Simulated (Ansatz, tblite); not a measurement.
# Ga(CO)H3 (CH₃GaO): removing an electron

One table from this session's results is given with a row withheld; the runs are named, their logs left out.

Method: as each input shows; program: Ansatz 0.2.0, Gaussian basis.

The runs, in order: charge +1 doublet, at the geometry of the singlet (PBE0-D4/def2-TZVP, PBE-D4/def2-TZVP, r2SCAN-D4/def2-TZVP, CCSD(T)/def2-TZVPP); the starting singlet's energies come from earlier runs.

## The structure

The geometry is that of the singlet, from an earlier relaxation (PBE0-D4/def2-TZVP).

6 atoms, charge 0, spin multiplicity 1.

Atoms are counted from 1 here; the program's logs count them from 0.

Bond lengths: Ga1–C2 2.217 Å, Ga1–H4 1.573 Å, Ga1–H5 1.572 Å, Ga1–H6 1.574 Å, C2–O3 1.119 Å. Angles: C2–Ga1–H4 94.6°, C2–Ga1–H5 95.7°, C2–Ga1–H6 94.3°, H4–Ga1–H5 119.4°, H4–Ga1–H6 119.2°, H5–Ga1–H6 119.3°, Ga1–C2–O3 178.4°.

The first run:

File in.yaml:

```yaml
crystal:
  periodic: [false, false, false]
  atoms:
    - {symbol: Ga, position_ang: [-0.012696, 0.004169, -0.858627]}
    - {symbol: C, position_ang: [0.014500, 0.010286, 1.357743]}
    - {symbol: O, position_ang: [0.037984, -0.015867, 2.476619]}
    - {symbol: H, position_ang: [1.553983, 0.005402, -1.003994]}
    - {symbol: H, position_ang: [-0.802453, 1.355491, -1.008590]}
    - {symbol: H, position_ang: [-0.791328, -1.359479, -0.963151]}
basis:
  gaussian: {orbitals: def2-TZVP}
total_charge: 1
magnetization: {spin_polarized: true, initial_magnetization: 1}
hamiltonian: {xc: pbe0, dispersion: d4}
output: {orbitals: {seedname: orbitals}}
```

Launch:

```
$ ansatz run in.yaml --threads 4 --pin off --events-out ev --progress --plain --max-ram 3916MiB
```

Steps of the session up to this table: Charge +1 doublet at the fixed geometry, PBE0-D4/def2-TZVP; Charge +1 doublet at the fixed geometry, PBE-D4/def2-TZVP; Charge +1 doublet at the fixed geometry, r2SCAN-D4/def2-TZVP; Charge +1 doublet at the fixed geometry, CCSD(T)/def2-TZVPP.

One of the session's tables, all rows but one given; the rest of the session is left out.

It belongs to the step «Vertical ionisation energy». 

```
             method  vertical ionisation energy (eV)
      HF/def2-TZVPP                            10.19
   PBE-D4/def2-TZVP                            10.48
r2SCAN-D4/def2-TZVP                            10.60
  PBE0-D4/def2-TZVP                                ?
     MP2/def2-TZVPP                            10.82
    CCSD/def2-TZVPP                            10.87
 CCSD(T)/def2-TZVPP                            10.85
```

**Question.** Estimate the row for PBE0-D4/def2-TZVP.

The run gave: vertical ionisation energy (eV): 10.68. In the column «vertical ionisation energy (eV)» it lies between r2SCAN-D4/def2-TZVP (10.60) and MP2/def2-TZVPP (10.82).
